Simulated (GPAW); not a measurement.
Crystal: NbRu3C.

```
Ru Nb C
1.0
     4.06514    0.00000    0.00000
     0.00000    4.06514    0.00000
     0.00000    0.00000    4.06514
Ru Nb C
3 1 1
Direct
  0.50000 0.50000 0.00000
  0.50000 0.00000 0.50000
  0.00000 0.50000 0.50000
  0.00000 0.00000 0.00000
  0.50000 0.50000 0.50000
```

The cell comes from a database or a generator and needn't be the stable form of this composition.

| Quantity | Value |
| --- | --- |
| Program | GPAW 26.7.0 |
| Task | relaxation of cell and atoms |
| Functional | PBEsol |
| Dispersion | D3 |
| Potentials or basis | PAW data sets generated in the run's folder for this functional |
| Cutoff | 800 eV |
| Basis | pw |
| k mesh | 5 × 5 × 5 |
| Occupations | fermi-dirac, width 0.05 eV |
| Spin | no spin polarisation |

At the start: pressure -16.6 GPa; volume 13.44 Å³/atom.

Question: Where does the relaxation end?

Answer: Over 4 steps the energy falls by 42.6 meV/atom and the volume is 12.65 Å³/atom (-5.8 %); space group Pm-3m (No. 221, to 0.05 Å).

Step by step:
```tsv
step	energy change (eV)	largest force (eV/Å)	pressure (GPa)	volume (Å³)
1	0.0000	0.0000	-16.56	67.18
2	-0.0748	0.0000	-13.65	66.38
3	-0.2121	0.0000	1.27	63.00
4	-0.2132	0.0000	-0.08	63.27
```

Final structure:
```
Ru Nb C
1.0
     3.98470    0.00000    0.00000
     0.00000    3.98470    0.00000
     0.00000    0.00000    3.98470
Ru Nb C
3 1 1
Direct
  0.50000 0.50000 0.00000
  0.50000 0.00000 0.50000
  0.00000 0.50000 0.50000
  0.00000 0.00000 0.00000
  0.50000 0.50000 0.50000
```

Caveat: later steps reuse the first step's grids; pairwise dispersion overbinds metals, which lowers pressure and volume.
